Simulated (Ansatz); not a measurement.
# CH₄NSn+: geometry optimisation

The task: find the minimum of CH₄NSn+ nearest to the start.

Computed with Ansatz 0.2.0. Level: RKS PBE-D4/def2-TZVP.

### 1 Where the work starts

7 atoms, charge 1, spin multiplicity 1.

Atoms are counted from 1 here; the program's logs count them from 0.

Bond lengths: C1–N2 1.160 Å, C1–H4 1.096 Å, N2–Sn3 2.262 Å, Sn3–H5 1.707 Å, Sn3–H6 1.707 Å, Sn3–H7 1.707 Å. Angles: N2–C1–H4 179.8°, C1–N2–Sn3 179.8°, N2–Sn3–H5 96.8°, N2–Sn3–H6 96.8°, N2–Sn3–H7 96.8°, H5–Sn3–H6 118.6°, H5–Sn3–H7 118.6°, H6–Sn3–H7 118.6°.

As a file:

| atom | x (Å) | y (Å) | z (Å) |
| --- | --- | --- | --- |
| C1 | -0.6640 | -1.8590 | 0.5546 |
| N2 | -0.2889 | -0.8081 | 0.2393 |
| Sn3 | 0.4447 | 1.2425 | -0.3702 |
| H4 | -1.0219 | -2.8517 | 0.8495 |
| H5 | -0.3448 | 1.2985 | -1.8825 |
| H6 | -0.2374 | 2.0974 | 0.9405 |
| H7 | 2.1123 | 0.8804 | -0.3312 |

### 2 Relaxation

input.yaml reads:

```yaml
crystal:
  periodic: [false, false, false]
  atoms:
    - { symbol: C, position_ang: [-0.663999, -1.859018, 0.554643] }
    - { symbol: "N", position_ang: [-0.288877, -0.808149, 0.239296] }
    - { symbol: Sn, position_ang: [0.444681, 1.242543, -0.370182] }
    - { symbol: H, position_ang: [-1.021935, -2.851682, 0.849538] }
    - { symbol: H, position_ang: [-0.344843, 1.298509, -1.88255] }
    - { symbol: H, position_ang: [-0.237375, 2.097429, 0.940452] }
    - { symbol: H, position_ang: [2.112337, 0.880378, -0.331187] }
total_charge: 1
basis:
  gaussian: { orbitals: def2-TZVP }
hamiltonian:
  xc: pbe
  dispersion: d4
output:
  forces: true
relax:
  f_tol: 0.003
  max_steps: 120
```

Run with:

```bash
ansatz run input.yaml --threads 1 --pin off --max-ram 2560MiB --backend cpu --events-out ev --progress --plain --runs-dir out
```

Q: Predict the outcome of this session. Wanted: energy gained; root mean square move.

**Answer**, as computed:

| quantity | value |
| --- | --- |
| energy gained | 0.0113 eV |
| root mean square move | 0.018 Å |

**Reading.** Bond lengths: C1–N2 1.150 Å, C1–H4 1.083 Å, N2–Sn3 2.238 Å, Sn3–H5 1.698 Å, Sn3–H6 1.698 Å, Sn3–H7 1.698 Å. Angles: N2–C1–H4 180.0°, C1–N2–Sn3 180.0°, N2–Sn3–H5 97.0°, N2–Sn3–H6 97.0°, N2–Sn3–H7 97.0°, H5–Sn3–H6 118.6°, H5–Sn3–H7 118.6°, H6–Sn3–H7 118.6°. No frequencies were computed here.
